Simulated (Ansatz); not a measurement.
# C (C, isolated atom): the cost of one run

Program: Ansatz 0.2.0. Level of theory: DFT revPBE, plane waves (420 eV) with PAW, scalar-relativistic; PAW files made under PBE, frozen cores solved again for the functional. These are calculated values, not measurements.

## Step 1: The system as given

Periodic box: 14.0 × 14.4 × 14.8 Å.

Coordinates:

```xyz
1
Lattice="14.0000 0.0000 0.0000 0.0000 14.4000 0.0000 0.0000 0.0000 14.8000" Properties=species:S:1:pos:R:3 pbc="T T T"
C     7.0000    7.2000    7.4000
```

## Step 2: Start with 2 unpaired electrons

File input.yaml:

```yaml
crystal:
  lattice:
    - [14.0, 0.0, 0.0]
    - [0.0, 14.4, 0.0]
    - [0.0, 0.0, 14.8]
  atoms:
    - { symbol: C, position: [0.5, 0.5, 0.5], spin: 2.0 }
  symmetry: { detect: false, time_reversal: true }
hamiltonian:
  xc: revpbe
  pseudopotentials:
    kind: paw
    azcp:
      C: "pseudopotentials/C.paw.azcp"
basis:
  ecutwfc: 420
  fft_grid_basis: typed
kpoints:
  mp_grid: { grid: [1, 1, 1], shift: [0, 0, 0] }
magnetization:
  spin_polarized: true
scf:
  occupations: { method: fermi_dirac, width: 0.01 }
```

Run with:

```sh
$ ansatz run input.yaml --threads 4 --pin off --max-ram 8192MiB --backend cpu --events-out ev --progress --plain --runs-dir out
```

What time and memory should one allow on 4 threads of Arm Neoverse V1, shared host?

About 42 s, with a peak of 1.4 GiB.
